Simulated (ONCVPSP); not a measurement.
# Magnesium: generating and testing an ONCV potential

Aim: build the potential from the settings below, then test how well it stands in for the atom: other configurations, scattering, ghost states and the plane-wave cutoff that it needs.

Program: ONCVPSP 4.0.1. Reference atom: PBE, scalar-relativistic, spherical and spin-unpolarised. All values are calculated.

## (1) The design

The settings as typed:

| Quantity | Value |
| --- | --- |
| element | magnesium (Mg, Z = 12) |
| type | optimised norm-conserving Vanderbilt (ONCV) |
| frozen core | [He] |
| valence charge | 10 |
| reference configuration | 2s2 2p6 (charge +2) |
| partial waves | 2s: rc 0.60 bohr, ncon 4, nbas 8, qcut 13.3 1/bohr, 1 projector; 2p: rc 1.25 bohr, ncon 4, nbas 7, qcut 13.1 1/bohr, 1 projector; d scattering state at 0.44 Ha: rc 1.30 bohr, ncon 3, nbas 6, qcut 7.5 1/bohr, 3 projectors, debl 2.5 Ha |
| local potential | polynomial inside 0.45 bohr (lpopt 5, dvloc0 0 Ha) |
| core correction | Teter function, fcfact 1.5, rcfact 1.6 |

## (2) The generation run

The input, Mg.dat:

```
# ATOM AND REFERENCE CONFIGURATION
# atsym  z   nc   nv     iexc    psfile
  Mg 12.00    1    2        4      upf
#
#   n    l    f
    1    0    2.00
    2    0    2.00
    2    1    6.00
#
# PSEUDOPOTENTIAL AND OPTIMIZATION
# lmax
    2
#
#   l,   rc,      ep,       ncon, nbas, qcut
    0    0.60    0.00    4    8   13.30
    1    1.25    0.00    4    7   13.10
    2    1.30    0.44    3    6    7.50
#
# LOCAL POTENTIAL
# lloc, lpopt,  rc(5),   dvloc0
    4    5    0.45    0.00
#
# VANDERBILT-KLEINMAN-BYLANDER PROJECTORs
# l, nproj, debl
    0    1    1.00
    1    1    1.80
    2    3    2.50
#
# MODEL CORE CHARGE
# icmod, fcfact, rcfact
    3    1.50    1.60
#
# LOG DERIVATIVE ANALYSIS
# epsh1, epsh2, depsh
   -5.00    5.00    0.04
#
# OUTPUT GRID
# rlmax, drl
    6.00    0.01
#
# TEST CONFIGURATIONS
# ncnf
    4
# nvcnf
#   n    l    f
    3
    2    0    2.00
    2    1    6.00
    3    0    2.00
#
    3
    2    0    2.00
    2    1    6.00
    3    0    1.00
#
    3
    2    0    2.00
    2    1    6.00
    3    0    1.50
#
    3
    2    0    1.00
    2    1    6.00
    3    0    2.00
#
```

The run is started by

```bash
$ oncvpsp.x < Mg.dat > Mg.out
```

Q: Predict the outcome of this session. Wanted: cutoffs for 1 and 0.1 mHa per electron, occupied waves; bound ghosts; GHOST(+) flags; largest test error; largest phase difference near zero energy, channels read; rms error of d²Exc/dn², without and with the model core.

The runs gave:

| quantity | value |
| --- | --- |
| cutoffs for 1 and 0.1 mHa per electron, occupied waves | 97 Ha and 434 Ha |
| bound ghosts | none found |
| GHOST(+) flags | none at low energy |
| largest test error (AE − PS) | -124 meV, for 2s1 2p6 3s2 |
| largest phase difference near zero energy, channels read | 0.078 rad |
| rms error of d²Exc/dn², without and with the model core | 2.50 and 2.94 mHa |

What this shows: By total energies transferability is fair for so large an energy: the largest error is 124 meV on 68.5 eV, for 2s1 2p6 3s2. That test lies far up in energy; among those under 40 eV, nearer to bonding, the largest error is 22 meV. It counts as very hard, with 97 Ha needed at the looser tolerance. The tighter tolerance needs 434 Ha, and converged work needs a cutoff nearer that. At the looser tolerance the 2s wave is the slowest; 2p needs 58 Ha. It is free of bound ghosts as far as tested. Near zero energy the largest phase difference among the channels read is 0.08 rad, in the p channel. These are tests on the free atom; a crystal test is still owed.
